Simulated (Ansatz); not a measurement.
# Zr3Ag: response to strain

Zr3Ag is deformed so: equal xx and yy strain of +1 %. What stress and forces result, by LAPW, PAW and all-electron datasets made for the crystal?

Method: DFT LDA, scalar-relativistic, in Ansatz 0.2.0.

## Step 1: The system as given

The structure is tetragonal, space group P4/mmm (No. 123). Conventional cell: a = 4.566 Å, b = 4.566 Å, c = 3.986 Å, α = 90.00°, β = 90.00°, γ = 90.00°. Around Zr (site symmetry 4/mmm) lie 8 Zr at 3.03 Å and 4 Ag at 3.23 Å. Zr (site symmetry mmm) is surrounded by 8 Zr at 3.03 to 3.23 Å and 4 Ag at 3.03 Å. Ag (site symmetry 4/mmm) is surrounded by 12 Zr at 3.03 to 3.23 Å.

As a file:

```cif
data_structure
_symmetry_space_group_name_H-M 'P 1'
_symmetry_Int_Tables_number 1
_cell_length_a 4.5660
_cell_length_b 4.5660
_cell_length_c 3.9860
_cell_angle_alpha 90.000
_cell_angle_beta 90.000
_cell_angle_gamma 90.000
_cell_volume 83.10
loop_
_atom_site_label
_atom_site_type_symbol
_atom_site_fract_x
_atom_site_fract_y
_atom_site_fract_z
_atom_site_occupancy
Zr1 Zr 0.50000 0.50000 0.00000 1
Zr2 Zr 0.00000 0.50000 0.50000 1
Zr3 Zr 0.50000 0.00000 0.50000 1
Ag1 Ag 0.00000 0.00000 0.00000 1
```

Atoms are numbered in the order of the input: Zr1, Zr2, Zr3, Ag4.

## Step 2: The deformed structure

Space group P4/mmm before, P4/mmm after.

## Step 3: All-electron LAPW

The input, input.yaml:

```yaml
crystal:
  lattice:
    - [4.61166, 0.0, 0.0]
    - [0.0, 4.61166, 0.0]
    - [0.0, 0.0, 3.986]
  atoms:
    - { symbol: Zr, position: [0.5, 0.5, 0.0] }
    - { symbol: Zr, position: [0.0, 0.5, 0.5] }
    - { symbol: Zr, position: [0.5, 0.0, 0.5] }
    - { symbol: Ag, position: [0.0, 0.0, 0.0] }
kpoints:
  mp_grid: { grid: [7, 7, 8] }
  band_path:
    path:
      - [0.0, 0.0, 0.0]
      - [0.0, 0.5, 0.0]
      - [0.5, 0.5, 0.0]
      - [0.0, 0.0, 0.0]
      - [0.0, 0.0, 0.5]
      - [0.0, 0.5, 0.5]
      - [0.5, 0.5, 0.5]
      - [0.0, 0.0, 0.5]
      - [0.0, 0.5, 0.0]
    npoints: 5
scf:
  occupations: { method: fermi_dirac, width: 0.05 }
hamiltonian:
  xc: lda
  pseudopotentials: { kind: all_electron, lapw: { basis_error: 0.001 } }
output:
  forces: true
  stress: true
  eigenvalues: true
```

On the command line:

```sh
> ansatz run input.yaml --threads 1 --pin off --max-ram 4096MiB --backend cpu --events-out ev --progress --plain --runs-dir out
```

## Step 4: PAW on the default files

The input, input.yaml:

```yaml
crystal:
  lattice:
    - [4.61166, 0.0, 0.0]
    - [0.0, 4.61166, 0.0]
    - [0.0, 0.0, 3.986]
  atoms:
    - { symbol: Zr, position: [0.5, 0.5, 0.0] }
    - { symbol: Zr, position: [0.0, 0.5, 0.5] }
    - { symbol: Zr, position: [0.5, 0.0, 0.5] }
    - { symbol: Ag, position: [0.0, 0.0, 0.0] }
kpoints:
  mp_grid: { grid: [7, 7, 8] }
scf:
  occupations: { method: fermi_dirac, width: 0.05 }
hamiltonian:
  xc: lda
  pseudopotentials: { kind: paw }
output:
  forces: true
  stress: true
  eigenvalues: true
  efg: { contact_densities: true }
  write_density: true
  write_potential: true
  elf: true
  volumetric_format: npy
```

## Step 5: Datasets made for this crystal

input.yaml, as its differences from that of step 4:

```diff
@@ -16,3 +16,3 @@
   xc: lda
-  pseudopotentials: { kind: paw }
+  pseudopotentials: { kind: all_electron, datasets: crystal }
 output:
@@ -22,5 +22 @@
   efg: { contact_densities: true }
-  write_density: true
-  write_potential: true
-  elf: true
-  volumetric_format: npy
```

(Steps that only read results are left out.)

**Question.** What will these runs give? Wanted: pressure; largest shear or deviatoric stress.

As calculated:

```
                                 quantity                                              value
                                 pressure  LAPW -6.77, PAW -6.78, crystal datasets -6.77 GPa
largest shear or deviatoric stress (LAPW)                                           1.43 GPa
```

**Reading.** The largest part of the stress beyond the pressure is 1.43 GPa in size, in the zz component; the atoms are carried along and not relaxed. No run of the undeformed cell stands beside it, so pressure and stress hold what the given cell had before the change, as far as its symmetry allows. PAW: stress within 0.02 GPa of LAPW. Crystal datasets: stress within 0.01 GPa of LAPW.
